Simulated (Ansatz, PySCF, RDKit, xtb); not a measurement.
# CH4BrSi+: from the formula to a structure

Given the formula CH4BrSi+ (charge +1) and nothing else, which arrangement of the atoms is the most stable in the gas at 298.15 K, and what are its properties?

The funnel: GFN2-xTB relaxations, single points with a density functional, relaxations at r2SCAN-D4/def2-SVP, harmonic vibrations, and a last energy at a higher level. All values are calculated.

7 further runs of the same task are left out: 7 set aside as unsound or not needed.

**1. Drawing up candidates**

A program enumerates the bonding patterns with one Lewis structure each (two rings at most, one unusual centre or charged pair), with their diastereomers. O–O, O–halogen and N–halogen bonds and N–N–N chains are not drawn. That gives 4 candidates.

```
label          SMILES     spin
 c109      [SiH2+]CBr  singlet
 c364   [SiH3][CH+]Br  singlet
 c716       C[SiH+]Br  singlet
 c898  [CH2+][SiH2]Br  singlet
```

Candidates are built by distance geometry, with a force field where one applies, in up to four conformers (letters a to d). 6 starts with atoms placed at random are added, to find patterns that the rules miss.

Q: Predict the outcome of this search (final energies at CCSD(T)/def2-TZVP).

| quantity | value |
| --- | --- |
| lowest structure found | C[SiH+]Br, singlet, Cs |
| next finalist | C1[SiH2][Br+]1, singlet, 28.8 kcal/mol higher in G |
| share at equilibrium, among the finalists | 100.0 % |
| harmonic wavenumbers, lowest and highest (r2SCAN-D4/def2-SVP) | 67 and 3174 cm⁻¹ |
| rotational constants, same geometry | 0.75, 0.08213, 0.07507 cm⁻¹ |
| HOMO energy (PBE0/def2-TZVPD) | -14.42 eV |
| LUMO energy (PBE0/def2-TZVPD) | -8.49 eV |
| HOMO–LUMO gap (PBE0/def2-TZVPD) | 5.93 eV |
| lowest excitation (TD-CAM-B3LYP/def2-SVPD) | 4.46 eV (f = 0.000) |
| strongest of the states computed, same level | 5.78 eV (f = 0.093) |
| lowest triplet excitation, same level, Tamm-Dancoff | 4.24 eV |
| vertical ionisation energy | 16.74 eV |
| vertical recombination energy (electron added) | 6.60 eV |
| vertical triplet less singlet | +4.20 eV |

The search ends on `C[SiH+]Br`. Among the finalists first place is clear (28.8 kcal/mol); structures outside the list aren't covered. GFN2-xTB, HF/STO-3G, r2SCAN-D4/def2-SVP, r2SCAN-D4/def2-SVP, relaxed, HF/def2-TZVP and MP2/def2-TZVP already put its bonding pattern lowest among the structures in one piece. Lowest found is not proven lowest: the search is finite, and each finalist counts with one conformer. Patterns outside the rules of the enumeration were met only by chance.
